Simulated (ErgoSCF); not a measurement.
**C8H18 (SMILES CC(C)CC(C)(C)C): UHF/STO-3G**

Aim: the vertical ionisation energy of C8H18 at UHF/STO-3G, from 2 runs. 

The results are computed with ErgoSCF 3.8.

4 further runs of the same task are left out: 2 that didn't finish, 2 set aside as unsound or not needed.

### Step 1. The molecule

C8H18 has 26 atoms, charge 0, and is taken as a singlet. As SMILES, `CC(C)CC(C)(C)C`. Geometry: relaxed at PBE0-D4/def2-TZVP. This is one conformer, not always the lowest.

Some bond lengths: C1–C2 1.523 Å, C2–C3 1.524 Å, C2–C4 1.530 Å, C4–C5 1.541 Å, C5–C6 1.529 Å, C5–C7 1.529 Å, C5–C8 1.526 Å, C1–H9 1.090 Å, C1–H10 1.095 Å, C1–H11 1.093 Å, C2–H12 1.097 Å, C3–H13 1.093 Å, C3–H14 1.095 Å, C3–H15 1.093 Å, C4–H16 1.099 Å, C4–H17 1.097 Å. Some angles: C1–C2–C3 109.7°, C1–C2–C4 114.8°, C3–C2–C4 108.8°, C2–C4–C5 120.3°, C4–C5–C6 112.2°, C4–C5–C7 107.2°, C4–C5–C8 111.2°, C6–C5–C7 107.6°, C6–C5–C8 109.8°, C7–C5–C8 108.7°.

### Step 2. The energy at UHF/STO-3G

File ergo.in:

```
set_nthreads(1)
tmpdir = "."
charge = 0
scf.output_mulliken_pop = 1
scf.starting_guess_disturbance = 0.02
basis = "STO-3G"
scf.force_unrestricted = 1
scf.max_number_of_iterations = 150
molecule_inline
C  -0.49832078 -2.27371847 -3.49032415
C  0.56635092 -2.64845116 -0.84357374
C  0.06765220 -5.34716904 0.03118048
C  -0.46071523 -0.82089703 1.14649684
C  0.02381055 2.04033730 0.90253320
C  -1.80412153 3.30380818 -0.94297334
C  -0.42273173 3.20610934 3.50865450
C  2.74237055 2.57305109 0.10374596
H  0.12434398 -0.50663557 -4.34844879
H  -2.56662602 -2.27201772 -3.46443490
H  0.10998206 -3.80685328 -4.73489778
H  2.62199500 -2.39957423 -0.94240642
H  0.87721087 -5.69922502 1.89860784
H  -1.96531517 -5.71377591 0.15023323
H  0.87475422 -6.72118891 -1.28293507
H  -2.50766657 -1.11871787 1.32280829
H  0.34506399 -1.41880637 2.96044495
H  -3.76395650 2.94627200 -0.39230714
H  -1.51707213 5.35113747 -0.94372923
H  -1.56355940 2.64334890 -2.87843083
H  -2.33248896 2.79396008 4.18498748
H  -0.20295659 5.26024164 3.44761634
H  0.91500539 2.46193520 4.89684731
H  3.11785913 4.60526257 0.13095802
H  4.08804453 1.66787228 1.38611411
H  3.13108722 1.89331660 -1.80657818
EOF
run "HF"
```

The basis set STO-3G is read from a file made from the Basis Set Exchange's data (not shown).

Command:

```sh
$ ergo ergo.in
```

Log:

```text
[...]
INSC SCF_general constructor, number of basis functions: 58
[...]
INSC Energy   1 =       -234.29554040474
[...]
INDE PURIFICATION CONVERGED after 20 iterations
[...]
INDE PURIFICATION CONVERGED after 20 iterations
[...]
INDE PURIFICATION CONVERGED after 17 iterations
[...]
INDE E(LUMO) - E(HOMO) <=          1.11121112430 =         30.23759524882 eV
[...]
INSC Energy  14 =       -309.77280268843  ( diff     -0.000000000003752 )
[...]
RESC CONVERGED after  14 iterations.
RESC FINAL ENERGY:       -309.77280268843
RESC FINAL <S2> =          0.00000000001
[...]
INSC SCF: dipole_moment_x [atomic units] =       0.01189344
INSC SCF: dipole_moment_y [atomic units] =      -0.00773071
INSC SCF: dipole_moment_z [atomic units] =       0.00651166
[...]
```

Wall time 27 s (1 thread of Intel Xeon 6975P-C (Granite Rapids), shared host); peak memory 0.26 GiB.

### Step 3. The doublet cation at the same level

File input.ego:

```
set_nthreads(1)
tmpdir = "."
charge = 1
scf.max_number_of_iterations = 80
basis = "STO-3G"
scf.use_diagonalization = 1
scf.output_mulliken_pop = 1
spin_polarization = 1
molecule_inline
C   -0.49832078  -2.27371847  -3.49032415
C    0.56635092  -2.64845116  -0.84357374
C    0.06765220  -5.34716904   0.03118048
C   -0.46071523  -0.82089703   1.14649684
C    0.02381055   2.04033730   0.90253320
C   -1.80412153   3.30380818  -0.94297334
C   -0.42273173   3.20610934   3.50865450
C    2.74237055   2.57305109   0.10374596
H    0.12434398  -0.50663557  -4.34844879
H   -2.56662602  -2.27201772  -3.46443490
H    0.10998206  -3.80685328  -4.73489778
H    2.62199500  -2.39957423  -0.94240642
H    0.87721087  -5.69922502   1.89860784
H   -1.96531517  -5.71377591   0.15023323
H    0.87475422  -6.72118891  -1.28293507
H   -2.50766657  -1.11871787   1.32280829
H    0.34506399  -1.41880637   2.96044495
H   -3.76395650   2.94627200  -0.39230714
H   -1.51707213   5.35113747  -0.94372923
H   -1.56355940   2.64334890  -2.87843083
H   -2.33248896   2.79396008   4.18498748
H   -0.20295659   5.26024164   3.44761634
H    0.91500539   2.46193520   4.89684731
H    3.11785913   4.60526257   0.13095802
H    4.08804453   1.66787228   1.38611411
H    3.13108722   1.89331660  -1.80657818
EOF
run "HF"
```

Command:

```sh
$ ergo input.ego
```

Log:

```text
[...]
INSC SCF_general constructor, number of basis functions: 58
[...]
INSC Energy   1 =       -231.74864845637
[...]
INDE E_LUMO =         -0.29689033530
[...]
INSC Energy  27 =       -309.42889909110  ( diff     -0.000000000016144 )
[...]
RESC CONVERGED after  27 iterations.
RESC FINAL ENERGY:       -309.42889909110
RESC FINAL <S2> =          0.76048689386
[...]
INSC SCF: dipole_moment_x [atomic units] =      -0.03843938
INSC SCF: dipole_moment_y [atomic units] =       0.13665586
INSC SCF: dipole_moment_z [atomic units] =       0.59457828
[...]
```

Wall time 60 s (1 thread of Intel Xeon 6975P-C (Granite Rapids), shared host); peak memory 0.26 GiB.

### Step 4. What came out

At UHF/STO-3G:

| quantity | value |
| --- | --- |
| singlet C8H18: total energy | -309.77280 Eh |
| singlet C8H18: dipole moment | 0.04 D |
| doublet cation: total energy | -309.42890 Eh |
| doublet cation: ⟨S²⟩ | 0.760 |
| vertical ionisation energy (to the doublet cation) | 9.358 eV |

The vertical ionisation energy comes to 9.36 eV (216 kcal/mol). In a minimal basis such a difference can be off by several eV, whatever the method. Mulliken charges (doublet cation) run from -0.18 on C6 to +0.14 on H22; they depend strongly on the basis.
